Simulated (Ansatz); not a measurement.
# BFGeH₄Si: a ladder of functionals and wavefunction methods

How much do the methods differ for BFGeH₄Si? The plan is to run it at one geometry with functionals of several rungs and with coupled cluster, and see how far each lands from CCSD(T) at the basis-set limit for the atomisation energy.

Program: Ansatz 0.2.0, Gaussian basis. Level of theory: functionals in def2-TZVPP, the program's frozen cores in correlated methods. These are calculated values, not measurements.

Levels to be run: LDA (SPW92), PBE-D4, revPBE-D4, BLYP-D4, r2SCAN-D4, B97M-V, PBE0-D4, B3LYP-D4, r2SCANh-D4, r2SCAN0-D4, HSE06-D4, BHLYP-D4, CAM-B3LYP-D4, LC-ωPBE, ωB97X-V, ωB97M-V, B2PLYP, PBE-QIDH; CCSD(T)/def2-SVP; CCSD(T)/def2-TZVPP; MP2/def2-QZVPP; extrapolation to the limit; RPA on PBE.

**1. The geometry**

All runs share one geometry, relaxed beforehand with PBE0-D4 in a triple-zeta def2 set.

8 atoms, charge 0, spin multiplicity 1.

Atoms are counted from 1 here; the program's logs count them from 0.

Bond lengths: F1–B2 1.316 Å, B2–Si3 1.948 Å, B2–Ge4 2.039 Å, Si3–Ge4 2.496 Å, Si3–H5 1.484 Å, Si3–H6 1.488 Å, Ge4–H7 1.531 Å, Ge4–H8 1.537 Å. Angles: F1–B2–Si3 137.7°, F1–B2–Ge4 129.7°, Si3–B2–Ge4 77.5°, B2–Si3–Ge4 52.9°, B2–Si3–H5 112.7°, B2–Si3–H6 131.1°, Ge4–Si3–H5 93.7°, Ge4–Si3–H6 139.2°, H5–Si3–H6 112.5°, B2–Ge4–Si3 49.6°, B2–Ge4–H7 126.2°, B2–Ge4–H8 121.1°, Si3–Ge4–H7 102.4°, Si3–Ge4–H8 131.5°, H7–Ge4–H8 111.3°.

**2. LDA**

This LDA is Slater exchange with PW92 correlation.

Contents of in.yaml:

```yaml
crystal:
  periodic: [false, false, false]
  atoms:
    - {symbol: F, position_ang: [1.598250, -0.728277, 1.810481]}
    - {symbol: B, position_ang: [1.046698, -0.273176, 0.705983]}
    - {symbol: Si, position_ang: [-0.008595, 1.267041, 0.150218]}
    - {symbol: Ge, position_ang: [-0.377117, -1.119644, -0.482480]}
    - {symbol: H, position_ang: [0.284871, 1.691426, -1.241102]}
    - {symbol: H, position_ang: [-0.671543, 2.337023, 0.944440]}
    - {symbol: H, position_ang: [-0.438598, -1.049423, -2.010491]}
    - {symbol: H, position_ang: [-1.341764, -2.182170, 0.067152]}
basis:
  gaussian: {orbitals: def2-TZVPP}
hamiltonian: {xc: lda}
output: {orbitals: {seedname: orbitals}}
```

On the command line:

```bash
ansatz run in.yaml --threads 2 --pin off --events-out ev --progress --plain --max-ram 4352MiB
```

The runs that follow: PBE-D4 (GGA); revPBE-D4 (GGA); BLYP-D4 (GGA); r2SCAN-D4 (meta-GGA); B97M-V (meta-GGA); PBE0-D4 (hybrid); B3LYP-D4 (hybrid); r2SCANh-D4 (hybrid); r2SCAN0-D4 (hybrid); HSE06-D4 (hybrid); BHLYP-D4 (hybrid); CAM-B3LYP-D4 (range-separated); LC-ωPBE (range-separated); ωB97X-V (range-separated); ωB97M-V (range-separated); B2PLYP (double hybrid); PBE-QIDH (double hybrid); CCSD(T) in def2-SVP; CCSD(T) in def2-TZVPP; MP2 in def2-QZVPP; RPA on PBE orbitals.

**Question.** What will the summary of the whole plan be? Wanted: atomisation energy, CCSD(T)/CBS; farthest beyond LDA; mean size of error, GGA; mean size of error, meta-GGA; mean size of error, hybrid; mean size of error, range-separated; mean size of error, double hybrid; gap, smallest and largest; T1 diagnostic.

**Answer**, as computed:

```
                               quantity                                                                                                            value
        atomisation energy, CCSD(T)/CBS                                                                                                    2420.2 kJ/mol
 functionals within 24.2 kJ/mol (1.0 %)  BLYP-D4, PBE0-D4, B3LYP-D4, r2SCANh-D4, r2SCAN0-D4, HSE06-D4, CAM-B3LYP-D4, LC-ωPBE, ωB97X-V, ωB97M-V, PBE-QIDH
                    farthest beyond LDA                                                                                          BHLYP-D4 (-75.7 kJ/mol)
                mean size of error, GGA                                                                                                      27.1 kJ/mol
           mean size of error, meta-GGA                                                                                                      42.0 kJ/mol
             mean size of error, hybrid                                                                                                      19.9 kJ/mol
    mean size of error, range-separated                                                                                                      12.3 kJ/mol
      mean size of error, double hybrid                                                                                                      26.5 kJ/mol
              gap, smallest and largest                                                                         2.94 eV (LDA (SPW92)), 9.32 eV (LC-ωPBE)
                          T1 diagnostic                                                                                                           0.0153
triples share of the correlation energy                                                                                                            3.9 %
```

In words: The LDA atomisation energy is off by 378.8 kJ/mol (16 %): it overbinds. PBE-D4 misses by +40.6 kJ/mol. Double hybrids carry the basis error of their MP2 part in triple zeta, and no dispersion term here, so their miss is partly the set-up's. The rungs range-separated, hybrid miss on average by less than the doubt on the reference (24.2 kJ/mol), so they tie. Misses under about 24.2 kJ/mol are within the doubt on the reference itself, which lacks core-valence correlation, relativity and higher excitations, and its outer-core shells are covered unevenly. Hartree-Fock recovers 72 % of the binding; the rest is correlation. CCSD(T) in def2-SVP is off by -156.9 kJ/mol, more than most functionals: a good method in a small basis is no reference. The gap grows from 2.9 to 9.3 eV across the functionals, mostly with the share of exact exchange. Correlated methods include outer-core shells of Ge, which these sets cover unevenly.
